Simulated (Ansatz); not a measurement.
# BClH2O2: the cost of one run

Program: Ansatz 0.2.0. Level of theory: RKS PBE-D4/def2-SVP. These are calculated values, not measurements.

## Step 1: The structure to begin with

Bond lengths: B1–Cl2 1.860 Å, B1–O3 1.410 Å, O3–H4 1.010 Å, B1–O5 1.410 Å, O5–H6 1.010 Å. Angles: Cl2–B1–O3 120.0°, Cl2–B1–O5 120.0°, O3–B1–O5 120.0°, B1–O3–H4 109.5°, B1–O5–H6 109.5°.

Coordinates:

```xyz
6

B     0.0000    0.0000    0.0000
Cl    0.0000    0.0000    1.8600
O     1.2211    0.0000   -0.7050
H     1.5209   -0.9519   -0.8599
O    -1.2211    0.0000   -0.7050
H    -1.7308   -0.8467   -0.4965
```

## Step 2: Relaxing the start

File input.yaml:

```yaml
crystal:
  periodic: [false, false, false]
  atoms:
    - { symbol: B, position_ang: [0.0, 0.0, 0.0] }
    - { symbol: Cl, position_ang: [0.0, 0.0, 1.86] }
    - { symbol: O, position_ang: [1.2211, 0.0, -0.705] }
    - { symbol: H, position_ang: [1.5209, -0.9519, -0.8599] }
    - { symbol: O, position_ang: [-1.2211, 0.0, -0.705] }
    - { symbol: H, position_ang: [-1.7308, -0.8467, -0.4965] }
basis:
  gaussian: { orbitals: def2-SVP }
hamiltonian:
  xc: pbe
  dispersion: d4
relax:
  f_tol: 0.02
  max_steps: 40
```

Command:

```
$ ansatz run input.yaml --threads 1 --pin off --max-ram 2048MiB --backend cpu --events-out ev --progress --plain --runs-dir out
```

Q: Estimate wall time and peak memory on 1 thread of Arm Neoverse V2, shared host.

About 12 s, with a peak of 0.13 GiB.
